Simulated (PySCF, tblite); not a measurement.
# C₇H₁₃BOSi: geometry, infrared bands and NMR shifts

Aim: predict the infrared bands and NMR shifts of C₇H₁₃BOSi (`B[Si@@]1(C2CCC2)COC1=C`).

Computed with tblite 0.8.0 and PySCF 2.14.0, with density-fitted response routines of our own, on a single molecule in the gas phase. Atoms count from 0, in the outputs and in this text.

## 1. Starting geometry

23 atoms, charge 0, multiplicity 1; geometry from: force field or distance geometry start.

Bonds of the start (Å): B0–Si1 1.93, Si1–C2 1.91, C2–C3 1.51, C3–C4 1.51, C4–C5 1.53, Si1–C6 1.74, C6–O7 1.42, O7–C8 1.45, C8–C9 1.32, C8–Si1 1.83, C5–C2 1.52, B0–H10 1.17, B0–H11 1.19, C2–H12 1.11, C3–H13 1.11, C3–H14 1.12, C4–H15 1.11, C4–H16 1.11, C5–H17 1.11, C5–H18 1.10, C6–H19 1.11, C6–H20 1.11, C9–H21 1.08, C9–H22 1.09.

## 2. Relaxing the molecule with GFN2-xTB

The job: settings as JSON, then the geometry in Å.

```
{"job": {"kind": "relax", "xc": "GFN2-xTB", "basis": "xTB"}, "charge": 0, "multiplicity": 1}
B     -1.144700     2.482500    -0.740400
Si    -0.793200     0.803500     0.135600
C      1.000600     0.472700     0.686300
C      1.261600    -0.941000     1.151700
C      2.213800    -1.159300    -0.001100
C      1.944100     0.262700    -0.488500
C     -2.002700     0.282100     1.265800
O     -2.533400    -0.805700     0.522500
C     -1.637100    -0.647500    -0.604800
C     -1.488400    -1.290300    -1.747800
H     -0.377700     3.366700    -0.650300
H     -2.246100     2.705100    -1.136100
H      1.360500     1.240400     1.410300
H      0.390900    -1.632400     1.113100
H      1.784600    -0.962400     2.141900
H      3.264200    -1.308700     0.330500
H      1.847100    -1.919700    -0.722700
H      2.851000     0.902300    -0.413500
H      1.468800     0.289700    -1.483300
H     -2.771500     1.059900     1.442800
H     -1.563300    -0.074900     2.226000
H     -2.116900    -2.131700    -1.987000
H     -0.716800    -0.967000    -2.440900
```

On the command line:

```bash
$ OMP_NUM_THREADS=1 python probes_run.py task.json out
```

One launch serves the whole session: the jobs run in the order shown.

**Question.** This job is followed by: GFN2-xTB harmonic vibrations, gas phase; GIAO PBE0/pcSseg-1 NMR shielding, non-relativistic, gas phase. Predict these results of the whole session: strongest single infrared mode (GFN2-xTB); zero-point energy (GFN2-xTB); 13C shifts against TMS (PBE0/pcSseg-1); 1H shifts against TMS (PBE0/pcSseg-1, means over atoms taken as alike); 11B shifts against BF3·OEt2 (PBE0/pcSseg-1); 29Si shifts against TMS (PBE0/pcSseg-1); 17O shifts against H2O (PBE0/pcSseg-1).

As calculated:

| quantity | value |
| --- | --- |
| strongest single infrared mode (GFN2-xTB) | 1135 cm⁻¹, 107 km/mol |
| zero-point energy (GFN2-xTB) | 114.6 kcal/mol |
| 13C shifts against TMS (PBE0/pcSseg-1) | 179.1, 102.1, 67.7, 25.8, 23.8, 21.9, 21.0 ppm |
| 1H shifts against TMS (PBE0/pcSseg-1, means over atoms taken as alike) | 10.45, 5.13, 4.56, 4.48, 4.42, 2.74, 2.59, 2.55, 2.54, 2.09, 2.07, 2.06 ppm |
| 11B shifts against BF3·OEt2 (PBE0/pcSseg-1) | 110.3 ppm |
| 29Si shifts against TMS (PBE0/pcSseg-1) | 10.6 ppm |
| 17O shifts against H2O (PBE0/pcSseg-1) | 178.1 ppm |

What this shows: Over 124 steps the energy fell by 1.212 eV; of the close pairs, Si1–C6 changed most, 1.736 to 1.950 Å. All 63 modes are real, so the xTB geometry is a minimum. The strongest single mode, at 1135 cm⁻¹, has its largest shares on C8, O7 and H21 (the list is cut at 3 atoms). Unscaled tight-binding wavenumbers are off by several per cent, some by more. Its intensities can rank the bands wrongly. C8 (alkene carbon bearing oxygen) lies farthest downfield among carbon, at 179.1 ppm; an sp2 carbon further deshielded by the attached heteroatom. At PBE0/pcSseg-1: Shielding is most anisotropic at B0 (span 281 ppm, paramagnetic term -208 ppm).
